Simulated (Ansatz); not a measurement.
# FH5NPSi: basis-set convergence

An exercise on one series of results from a longer session: the logs are not shown, and one member is left open.

Program: Ansatz 0.2.0, Gaussian basis. Level of theory: one geometry, several basis sets. These are calculated values, not measurements.

The runs, in order: PBE0-D4/def2-SVP; ωB97M-V/def2-SVP; PBE0-D4/def2-QZVPP; ωB97M-V/def2-QZVPP; the functionals' def2-TZVPP values are taken from earlier runs.

## The relaxed structure

All runs share one geometry, relaxed beforehand with PBE0-D4 in a triple-zeta def2 set.

SMILES `N[SiH](F)P`, 9 atoms, charge 0, spin multiplicity 1.

Atoms are counted from 1 here; the program's logs count them from 0.

Bond lengths: N1–Si2 1.696 Å, N1–H5 1.007 Å, N1–H6 1.007 Å, Si2–F3 1.607 Å, Si2–P4 2.240 Å, Si2–H7 1.481 Å, P4–H8 1.420 Å, P4–H9 1.420 Å. Angles: Si2–N1–H5 122.1°, Si2–N1–H6 121.9°, H5–N1–H6 112.1°, N1–Si2–F3 114.5°, N1–Si2–P4 107.3°, N1–Si2–H7 107.2°, F3–Si2–P4 105.0°, F3–Si2–H7 105.5°, P4–Si2–H7 117.5°, Si2–P4–H8 93.6°, Si2–P4–H9 93.0°, H8–P4–H9 94.1°.

The first run:

Input file in.yaml:

```yaml
crystal:
  periodic: [false, false, false]
  atoms:
    - {symbol: N, position_ang: [-0.194634, 1.338237, -0.805470]}
    - {symbol: Si, position_ang: [0.555579, -0.009001, -0.099309]}
    - {symbol: F, position_ang: [1.484335, -0.856585, -1.100199]}
    - {symbol: P, position_ang: [-1.065117, -1.422510, 0.527274]}
    - {symbol: H, position_ang: [-0.969186, 1.247246, -1.441890]}
    - {symbol: H, position_ang: [0.283396, 2.217392, -0.913325]}
    - {symbol: H, position_ang: [1.465917, 0.497155, 0.953691]}
    - {symbol: H, position_ang: [-0.159626, -2.337734, 1.125464]}
    - {symbol: H, position_ang: [-1.312063, -0.720601, 1.736763]}
basis:
  gaussian: {orbitals: def2-SVP}
hamiltonian: {xc: pbe0, dispersion: d4}
output: {orbitals: {seedname: orbitals}}
```

On the command line:

```sh
$ ansatz run in.yaml --threads 2 --pin off --events-out ev --progress --plain --max-ram 4352MiB
```

Among the steps run: PBE0-D4 in def2-SVP; ωB97M-V in def2-SVP; PBE0-D4 in def2-QZVPP; ωB97M-V in def2-QZVPP.

One of the session's tables, all rows but one given; the rest of the session is left out.

```
functional       basis  HOMO (eV)  LUMO (eV)
   PBE0-D4    def2-SVP      -7.45       0.88
   PBE0-D4  def2-TZVPP      -7.56       0.32
   PBE0-D4  def2-QZVPP      -7.59       0.08
   ωB97M-V    def2-SVP      -9.52       2.74
   ωB97M-V  def2-TZVPP          ?          ?
   ωB97M-V  def2-QZVPP      -9.69       1.45
```

Estimate the missing values for ωB97M-V, def2-TZVPP.

As computed: HOMO (eV): -9.66; LUMO (eV): 1.93. In the column «HOMO (eV)» it lies between ωB97M-V, def2-QZVPP (-9.69) and ωB97M-V, def2-SVP (-9.52).
